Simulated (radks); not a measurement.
# Cs⁴⁺ in [Kr] 4d10 5s2 5p3: an all-electron calculation

Aim: the levels, the sizes of the orbitals and the parts of the energy of the caesium ion Cs4+.

Method: Dirac Kohn-Sham, revPBE, spin-unpolarised, spherical densities, finite nucleus; open shells are shared between the two j in proportion to 2j + 1. Code: radks (a radial shooting solver on a logarithmic mesh, Libxc functionals) version 1.

### Step 1. What is computed

* element: caesium (Z = 55)
* charge: +4
* electrons: 51
* configuration: [Kr] 4d10 5s2 5p3
* nuclear rms radius: 4.8041 fm

The outer shells:

Cs⁴⁺
```
[Kr] core
4d [↑↓][↑↓][↑↓][↑↓][↑↓]
5s [↑↓]
5p [↑ ][↑ ][↑ ]
```

### Step 2. Self-consistent calculation

Settings of this run:

```text
Z 55
configuration [Kr] 4d10 5s2 5p3
relativity Dirac
functional pbe_r,pbe
spin unpolarised
j_filling average
nucleus finite rms 4.8041 fm
c 137.035999084
```

Launch:

```bash
$ python run_ks.py task.json out
```

The same process makes all the runs of this session.

Q: Predict the outcome of this run.

As calculated:

```
                        quantity                   value
                    total energy      -7786.3128 hartree
exchange-correlation share of it                  2.46 %
                            −T/E                  1.0649
          highest occupied level       5p3/2, -50.166 eV
    most extended occupied level  5p3/2, <r> = 1.87 bohr
 radius at density 0.001 e/bohr³               3.42 bohr
    maxima of the radial density                       4
         ionisation energy, NIST          56 (theory) eV
```

**Reading.** 5 principal shells are occupied and 4 maxima appear in the radial density; where shells overlap, one shows as a shoulder or not at all. −T/E is 1.065: with relativity the kinetic term as defined here no longer equals −E. The top level binds by 50.166 eV, 90 % of the NIST ionisation energy of 56 eV; the potential of a semilocal functional falls off too fast, so its top eigenvalue is too shallow. Spin polarisation and multiplet splitting are left out. Sharing an open shell by 2j + 1 raises it above the true ground level by a part of the spin-orbit splitting, which enters the differences from NIST.
